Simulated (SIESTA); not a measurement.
**MnO2 under changes of volume**

One of the cells (9.404 Å³/atom); the others are scaled copies at fixed shape and fractional positions:

```xyz
6
Lattice="4.3593 0.0000 0.0000 0.0000 4.4919 0.0000 0.0000 0.0000 2.8814" Properties=species:S:1:pos:R:3 pbc="T T T"
Mn    2.1796    2.2459    1.4407
Mn    0.0000    0.0000    0.0000
O     0.9328    3.6966    1.4407
O     1.2468    1.4507    0.0000
O     3.1125    3.0412    0.0000
O     3.4264    0.7952    1.4407
```

The cell is a database's computed one.

```yaml
Program: SIESTA 5.4.2
Functional: PBEsol
Potentials_or_basis: PseudoDojo 0.4 standard (PBEsol files)
Basis: DZP (energy shift 0.003 Ry; two zetas on semicore shells)
Grid_cutoff: 800 Ry
Energy_shift: 0.003 Ry
k_mesh: 6 × 6 × 9
Occupations: fermi-dirac, width 0.05 eV
Spin: collinear spin, ferromagnetic start
Starting_moments: "[4.0, 4.0, 0.0, 0.0, 0.0, 0.0] μB"
```

```tsv
volume (Å³/atom)	energy over the lowest point (meV/atom)	pressure (GPa)	moment (μB per cell)	largest force (eV/Å)
8.666	26.43	17.7	5.88	0.387
8.850	9.60	11.1	5.92	0.270
9.035	0.20	5.1	5.95	0.172
9.404	0.00	-4.8	5.99	0.118
9.588	?	?	?	?
9.772	20.66	-12.8	6.00	0.240
```

Problem. What does the run at 9.588 Å³/atom give?

Solution. Energy over the lowest point 8.00 meV/atom; pressure -9.0 GPa; moment 6.00 μB per cell; largest force 0.170 eV/Å.

Worked out: A Birch-Murnaghan fit of order 3 (a polynomial in V^(-2/3)) to the other rows has its minimum at 9.22 Å³/atom with B0 = V·E''(V) = 252 GPa and B' = 4.7 at fixed shape and positions, which overstates the stiffness. It gives 8.03 meV/atom at 9.588 Å³/atom, against the run's 8.00, and -dE/dV = -9.1 GPa, against -9.0. A parabola through the other rows of the moment, of slope 0.0264 μB per Å³/atom there, gives 6.00 μB, against the run's 6.00.

Energies are extrapolated to zero smearing.

Caveats: short orbitals over semicore shells can move pressures by several GPa; the basis of atomic orbitals isn't converged, which shifts pressures, moduli and gaps; only a ferromagnetic start was run, and an antiferromagnetic order may lie lower in energy.
